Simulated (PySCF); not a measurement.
# Towards the basis-set limit for SbCl

What constants does extrapolated CCSD(T) give for SbCl, and what does each step add?

Computed with PySCF 2.14.0. Level: CCSD(T) on ROHF, scalar-relativistic core potentials.

## Step 1: The job

```
molecule             : SbCl
state                : triplet, unpaired electrons π ↑↑
smaller basis        : Sb cc-pwCVDZ-PP with ECP28, Cl aug-cc-pV(D+d)Z
larger basis         : Sb cc-pwCVTZ-PP with ECP28, Cl aug-cc-pV(T+d)Z
frozen core orbitals : 9
extrapolation        : correlation as n⁻³ (n = 2, 3), Hartree–Fock as (n+1)·exp(−9√n)
corrections          : none
distances (Å)        : 2.0729, 2.1671, 2.2613, 2.3555, 2.4498, 2.5675, 2.6853
masses (u)           : 120.9038, 34.9689
dissociation limit   : Sb + Cl
```

Run with:

```sh
> OMP_NUM_THREADS=4 python comp.py task.json out
```

## Step 2: Coupled cluster at each distance

Q: Predict the outcome of this session. Wanted: for each run, Re; ωe; ωexe; αe; De.

The runs gave:

| level | Re (Å) | ωe (cm⁻¹) | ωexe (cm⁻¹) | αe (cm⁻¹) | De (eV) |
| --- | --- | --- | --- | --- | --- |
| CCSD(T), smaller basis | 2.3973 | 345.6 | 1.01 | 0.000453 | 2.645 |
| CCSD(T), larger basis | 2.3489 | 369.0 | 1.13 | 0.000479 | 2.953 |
| HF/CBS | 2.3530 | 374.2 | 1.07 | 0.000460 | 1.875 |
| MP2/CBS | 2.3237 | 384.4 | 1.10 | 0.000470 | 3.138 |
| CCSD/CBS | 2.3345 | 379.2 | 1.12 | 0.000473 | 2.882 |
| CCSD(T)/CBS | 2.3386 | 375.0 | 1.14 | 0.000480 | 3.042 |

The last step gives Re = 2.3386 Å, ωe = 375.0 cm⁻¹ and De = 3.042 eV; the smaller basis alone is off from it by +58.7 mÅ and -0.40 eV. Near the minimum the mean field binds by 1.88 eV and correlation adds 1.16 eV of binding. T1 is 0.015. Spin–orbit coupling and excitations beyond (T) are left out.
